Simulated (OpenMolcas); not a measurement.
# singlet [InNH3]+ at 6 levels

Wanted: a comparison of 6 runs (HF/def2-SVP, B2PLYP/def2-SVP, PBE/def2-SVP, TPSS/def2-SVP, r2SCAN/def2-SVP, MP2/def2-SVP) of singlet [InNH3]+. 

The calculation is run with OpenMolcas 26.06.

### Step 1. The system as given

The species is [InNH3]+ (5 atoms), meant as a singlet with charge +1. SMILES of the parent species: `[NH2][InH]`. Geometry: relaxed at PBE0-D4/def2-TZVP. This is one conformer, not always the lowest. That shape belongs to the parent species and isn't relaxed for this state.

Bond lengths: N1–In2 2.036 Å, N1–H3 1.011 Å, N1–H4 1.009 Å, In2–H5 1.761 Å. Angles: N1–In2–H5 116.4°, In2–N1–H3 120.0°, In2–N1–H4 120.8°, H3–N1–H4 109.8°.

### Step 2. A single-point energy at HF/def2-SVP (core potential) (run 1)

File job.input:

```
>>> EXPORT MOLCAS_PRINT=2
&GATEWAY
BasLib
$CurrDir
Coord
5
angstrom
N       -0.299400      -0.736500       0.264700
In       0.846600       0.946400       0.296000
H       -0.846800      -0.960800      -0.554700
H        0.017600      -1.585600       0.707600
H        0.331900       2.262600      -0.755100
Basis
def2-SVP
Group
NoSym
&SEWARD
&SCF
Charge
1
Thresholds
1e-10 1e-07 1e-07 1e-05
PrOrbitals
1 2
```

The basis set def2-SVP is read from a file made from the Basis Set Exchange's data (not shown).

Started as:

```sh
$ export MOLCAS_MEM=1860
$ pymolcas job.input > job.log
```

Output:

```text
--- Start Module: gateway ---
[...]
--- Stop Module: gateway /rc=_RC_ALL_IS_WELL_ ---
--- Start Module: seward ---
[...]
      Basis functions           55
--- Stop Module: seward /rc=_RC_ALL_IS_WELL_ ---
--- Start Module: scf ---
[...]
       Convergence after  18 Iterations
[...]
::    Total SCF energy                               -245.0521407747
[...]
      Total spin, S                                     0.0000000000
[...]
      Total electronic charge=   30.000000
      Total            charge=    1.000000
[...]
      Dipole Moment (debye):
      Origin of the operator (angstrom)=    0.7018    0.7439    0.2813
                   X=  2.2669E+00               Y=  9.7620E-02               Z=  8.3850E-01           Total=  2.4190E+00
      Center of Charge (angstrom)
[...]
--- Stop Module: scf /rc=_RC_ALL_IS_WELL_ ---
[...]
```

Run time: 2.3 s. Hardware: 1 thread of Arm Neoverse V2, shared host; peak memory 0.39 GiB.

### Step 3. A single-point energy at B2PLYP/def2-SVP (core potential) (run 2)

File calc.input:

```
&gateway
baslib=$CurrDir
basisset
N.def2-SVP....
N1 -0.299400 -0.736500 0.264700 angstrom
End of Basis
basisset
In.def2-SVP....
In2 0.846600 0.946400 0.296000 angstrom
End of Basis
basisset
H.def2-SVP....
H3 -0.846800 -0.960800 -0.554700 angstrom
H4 0.017600 -1.585600 0.707600 angstrom
H5 0.331900 2.262600 -0.755100 angstrom
End of Basis
&seward
gridinput
Grid=UltraFine
End of Grid
&scf
charge=1
ksdft=B2PLYP_SCF
thresholds=1e-10 1e-07 1e-07 1e-05
prorbitals=1 1
&mbpt2
frozen=5
```

The basis set def2-SVP is read from a file made from the Basis Set Exchange's data (not shown).

Started as:

```sh
$ export MOLCAS_MEM=1860
$ pymolcas calc.input > calc.log
```

Output:

```text
--- Start Module: gateway ---
[...]
--- Stop Module: gateway /rc=_RC_ALL_IS_WELL_ ---
[...]
      Basis functions           55
[...]
--- Start Module: scf ---
[...]
       Convergence after  19 Iterations
[...]
::    Total KS-DFT energy                            -245.8977241954
[...]
      Total spin, S                                     0.0000000000
[...]
      Total electronic charge=   30.000000
      Total            charge=    1.000000
[...]
      Dipole Moment (debye):
      Origin of the operator (angstrom)=    0.7018    0.7439    0.2813
                   X=  1.5244E+00               Y= -1.9123E-01               Z=  5.1599E-01           Total=  1.6207E+00
      Center of Charge (angstrom)
[...]
--- Stop Module: scf /rc=_RC_ALL_IS_WELL_ ---
[...]
--- Start Module: mbpt2 ---
[...]
 ###    WARNING: MP2 implementation intended for RHF references only         ###
 ###############################################################################
MBPT2 WARNING: Reference function according to RunFile:KS-DFT
I'll assume you know what you're doing and continue
WARNING!
Default frozen orbitals as non valence orbitals is overwritten by user input.
Default values:   1
[...]
       Reference weight ( Cref**2 )         =        0.84955
::    Total MBPT2 energy                             -246.2211717726
[...]
      Total MBPT2 calculations                           0.07      0.08
--- Stop Module: mbpt2 /rc=_RC_ALL_IS_WELL_ ---
[...]
```

It took 11 s on 1 thread of Arm Neoverse V2, shared host; peak memory 0.39 GiB.

Runs 3 to 5 aren't shown in full; the table further down has their settings and results.

### Step 4. The energy at MP2/def2-SVP (core potential) (run 6)

File mol.xyz:

```xyz
5

N     -0.299400    -0.736500     0.264700
In     0.846600     0.946400     0.296000
H     -0.846800    -0.960800    -0.554700
H      0.017600    -1.585600     0.707600
H      0.331900     2.262600    -0.755100
```

File calc.inp:

```
* H3InN MP2

&GATEWAY
 BASLIB=$CurrDir
 COORD=mol.xyz
 BASIS=def2-SVP
 GROUP=NoSym

&SEWARD

&SCF
 CHARGE=1
 THRESHOLDS=1e-10 1e-07 1e-07 1e-05
 PRORBITALS=1 1

&MBPT2
 FROZEN=5
```

The basis set def2-SVP is read from a file made from the Basis Set Exchange's data (not shown).

Started as:

```sh
$ export MOLCAS_MEM=1860
$ pymolcas calc.inp > calc.log
```

Output:

```text
--- Start Module: gateway ---
[...]
--- Stop Module: gateway /rc=_RC_ALL_IS_WELL_ ---
[...]
      Basis functions           55
[...]
--- Start Module: scf ---
[...]
       Convergence after  18 Iterations
[...]
::    Total SCF energy                               -245.0521407747
[...]
      Total spin, S                                     0.0000000000
[...]
      Total electronic charge=   30.000000
      Total            charge=    1.000000
[...]
      Dipole Moment (debye):
      Origin of the operator (angstrom)=    0.7018    0.7439    0.2813
                   X=  2.2669E+00               Y=  9.7620E-02               Z=  8.3850E-01           Total=  2.4190E+00
      Center of Charge (angstrom)
[...]
--- Stop Module: scf /rc=_RC_ALL_IS_WELL_ ---
[...]
--- Start Module: mbpt2 ---
[...]
WARNING!
Default frozen orbitals as non valence orbitals is overwritten by user input.
Default values:   1
[...]
       Reference weight ( Cref**2 )         =        0.91183
::    Total MBPT2 energy                             -245.3041355962
[...]
      Total MBPT2 calculations                           0.08      0.08
--- Stop Module: mbpt2 /rc=_RC_ALL_IS_WELL_ ---
[...]
```

Wall time 2.4 s (1 thread of Arm Neoverse V2, shared host); peak memory 0.39 GiB.

### Step 5. Overview of the runs

```
run                             level  frozen core orbitals  integration grid  energy (Eh)  HOMO energy (eV)  LUMO energy (eV)  HOMO–LUMO gap (eV)  wall time
  1      HF/def2-SVP (core potential)                     –                 –  -245.052141            -15.79             -6.90                8.89      2.3 s
  2  B2PLYP/def2-SVP (core potential)                     5         UltraFine  -245.985055            -13.87             -8.86                5.01       11 s
  3     PBE/def2-SVP (core potential)                     –         UltraFine  -246.252211            -11.66            -10.66                1.00       14 s
  4    TPSS/def2-SVP (core potential)                     –         UltraFine  -246.252538            -11.69            -10.54                1.15       19 s
  5  r2SCAN/def2-SVP (core potential)                     –         UltraFine  -246.352458            -11.86            -10.53                1.33       17 s
  6     MP2/def2-SVP (core potential)                     5                 –  -245.304136            -15.79             -6.90                8.89      2.4 s
```

### Step 6. What came out

| quantity | value |
| --- | --- |
| run 6: total energy | -245.30414 Eh |
| run 6: HOMO energy (Hartree–Fock orbitals) | -15.79 eV |
| run 6: LUMO energy (Hartree–Fock orbitals) | -6.90 eV |
| run 6: HOMO–LUMO gap (Hartree–Fock orbitals) | 8.89 eV |
| run 6: correlation energy (5 core orbitals frozen) | -252.0 mEh |

In words: Over runs 1, 2, 3, 4, 5 the HOMO–LUMO gap runs from 1.00 eV (PBE/def2-SVP) to 8.89 eV (HF/def2-SVP). Exact exchange widens orbital gaps. For B2PLYP the log adds the whole second-order term; the table takes 0.27 of it, as the functional is defined. Totals of different functionals can't be ranked against each other. All runs together took 65 s, the longest 19 s.
